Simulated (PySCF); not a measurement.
# From one method to the next for BeCl⁺

Starting from one script, swap the method and compare what comes out for BeCl⁺.

Computed with PySCF 2.14.0. Level: method and basis as typed in the scripts.

## (1) The system as given

BeCl⁺: 2 atoms, charge 1, spin multiplicity 1.

Bond lengths: Be1–Cl2 1.888 Å.

## (2) The run that the others are compared with

Input file input.py:

```python
from pyscf import gto, scf, mp

mol = gto.M(
    atom='Be 0 0 0; Cl 0 0 1.888',
    basis='crenbl',
    ecp={'Be': 'crenbl', 'Cl': 'crenbl'},
    charge=1,
    spin=0,
    verbose=4,
)
mf = scf.RHF(mol)
mf.kernel()
mp.MP2(mf).kernel()
mf.dip_moment()
print('orbital energies (hartree):', mf.mo_energy[..., max(0, mol.nelec[1]-3):mol.nelec[0]+3].round(4))
```

Command:

```bash
python input.py
```

## (3) ROHF

Edit 1 changes SCF type: RHF → ROHF.

input.py: that of step 2 with these lines changed.

```diff
@@ -10,3 +10,3 @@
 )
-mf = scf.RHF(mol)
+mf = scf.ROHF(mol)
 mf.kernel()
```

## (4) SCF alone

Edit 2 changes step after the SCF: mp2 → none.

input.py: that of step 2 with these lines changed.

```diff
@@ -1,2 +1,2 @@
-from pyscf import gto, scf, mp
+from pyscf import gto, scf
 
@@ -12,3 +12,2 @@
 mf.kernel()
-mp.MP2(mf).kernel()
 mf.dip_moment()
```

## (5) Hcth407 (RKS)

Edit 3 changes functional: none (Hartree–Fock) → hcth407; SCF type: RHF → RKS; step after the SCF: mp2 → analyze.

input.py: that of step 2 with these lines changed.

```diff
@@ -1,2 +1,2 @@
-from pyscf import gto, scf, mp
+from pyscf import gto, dft
 
@@ -10,5 +10,5 @@
 )
-mf = scf.RHF(mol)
+mf = dft.RKS(mol, xc='hcth407')
 mf.kernel()
-mp.MP2(mf).kernel()
+mf.mulliken_pop()
 mf.dip_moment()
```

## (6) Revtpss (RKS)

Edit 4 changes functional: none (Hartree–Fock) → revtpss; SCF type: RHF → RKS; step after the SCF: mp2 → analyze.

input.py: that of step 2 with these lines changed.

```diff
@@ -1,2 +1,2 @@
-from pyscf import gto, scf, mp
+from pyscf import gto, dft
 
@@ -10,5 +10,5 @@
 )
-mf = scf.RHF(mol)
+mf = dft.RKS(mol, xc='revtpss')
 mf.kernel()
-mp.MP2(mf).kernel()
+mf.mulliken_pop()
 mf.dip_moment()
```

## (7) Hf,lyp (RKS)

Edit 5 changes functional: none (Hartree–Fock) → hf,lyp; SCF type: RHF → RKS; step after the SCF: mp2 → analyze.

input.py: that of step 2 with these lines changed.

```diff
@@ -1,2 +1,2 @@
-from pyscf import gto, scf, mp
+from pyscf import gto, dft
 
@@ -10,5 +10,5 @@
 )
-mf = scf.RHF(mol)
+mf = dft.RKS(mol, xc='hf,lyp')
 mf.kernel()
-mp.MP2(mf).kernel()
+mf.mulliken_pop()
 mf.dip_moment()
```

## (8) Polarisability

Edit 6 changes step after the SCF: mp2 → polarizability.

input.py: that of step 2 with these lines changed.

```diff
@@ -1,2 +1,3 @@
-from pyscf import gto, scf, mp
+from pyscf import gto, scf
+from pyscf.prop.polarizability import rhf as pol
 
@@ -12,3 +13,4 @@
 mf.kernel()
-mp.MP2(mf).kernel()
+print('polarizability (a.u.)')
+print(pol.Polarizability(mf).polarizability().round(4))
 mf.dip_moment()
```

Q: Predict the outcome of this session. Wanted: for each run, E(SCF); from base; gap; after the SCF.

As calculated:

```csv
run,E(SCF) (hartree),from base (eV),cycles,gap (eV),after the SCF
base,-15.439465,0,9,10.12,MP2 correlation -1.727 eV
ROHF,-15.439465,0.0000,9,n/a,MP2 correlation -1.727 eV
SCF alone,-15.439465,0.0000,9,10.12,n/a
hcth407 (RKS),-15.802694,not comparable,9,2.71,n/a
revtpss (RKS),-15.680671,not comparable,9,3.21,n/a
"hf,lyp (RKS)",-15.649013,not comparable,9,10.27,n/a
polarisability,-15.439465,0.0000,9,10.12,n/a
```

In words: The SCF energy stays the same, to the digits that matter, with ROHF. Total energies of different functionals can't be compared with each other; differences within one functional can.
